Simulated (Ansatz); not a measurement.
# NbIn2S3: the cost of one run

Computed with Ansatz 0.2.0 (DFT PBE, scalar-relativistic, plane waves, PAW, unless a step's input says otherwise).

1 further run of the same task is left out (set aside as unsound or not needed).

### 1 The structure to begin with

The structure is tetragonal, space group P4mm (No. 99). Conventional cell: a = 3.866 Å, b = 3.866 Å, c = 8.208 Å, α = 90.00°, β = 90.00°, γ = 90.00°. Around Nb (site symmetry 4mm) lie 5 In at 2.86 to 2.91 Å. Around In (site symmetry 4mm) lie 4 Nb at 2.86 Å and 5 S at 2.87 to 2.94 Å. Around In (site symmetry 4mm) lie 8 S at 2.88 to 2.95 Å and 1 Nb at 2.91 Å. Around S (site symmetry 2mm) lie 4 S at 2.73 Å and 4 In at 2.94 to 2.95 Å. S (site symmetry 4mm) has 5 In at 2.87 to 2.88 Å as nearest neighbours.

Structure file:

```
CELL_PARAMETERS angstrom
3.86637 0.00000 0.00000
0.00000 3.86637 0.00000
0.00000 0.00000 8.20826
ATOMIC_POSITIONS crystal
Nb 0.00000 0.00000 0.62515
In 0.50000 0.50000 0.72860
In 0.00000 0.00000 0.27024
S 0.50000 0.00000 0.99856
S 0.00000 0.50000 0.99856
S 0.50000 0.50000 0.37889
```

Recipe of the guess: species swapped into a database cell of Zr2As3S (P4mm, No. 99), with In on the Zr sites, S on the As sites and Nb on the S sites. Its size is a rough estimate.

### 2 Probe: one point on a coarse mesh

Contents of input.yaml:

```yaml
crystal:
  lattice:
    - [3.86637256, 0.0, 0.0]
    - [0.0, 3.86637256, 0.0]
    - [0.0, 0.0, 8.20825587]
  atoms:
    - { symbol: Nb, position: [0.0, 0.0, 0.62515002] }
    - { symbol: In, position: [0.5, 0.5, 0.72860098] }
    - { symbol: In, position: [0.0, 0.0, 0.270239] }
    - { symbol: S, position: [0.5, 0.0, 0.99856102] }
    - { symbol: S, position: [0.0, 0.5, 0.99856102] }
    - { symbol: S, position: [0.5, 0.5, 0.378887] }
basis:
  ecutwfc: 420
kpoints:
  mp_grid: { grid: [4, 4, 2] }
hamiltonian:
  xc: pbe
scf:
  occupations: { method: gaussian, width: 0.1 }
  lower_state_search: "off"
output:
  forces: true
  stress: true
  eigenvalues: true
```

The run is started by

```
$ ansatz run input.yaml --threads 1 --pin off --max-ram 2560MiB --backend cpu --events-out ev --progress --plain --runs-dir out
```

What time and memory should one allow on 1 thread of Arm Neoverse V2, shared host?

About 3.4 s, with a peak of 0.34 GiB.
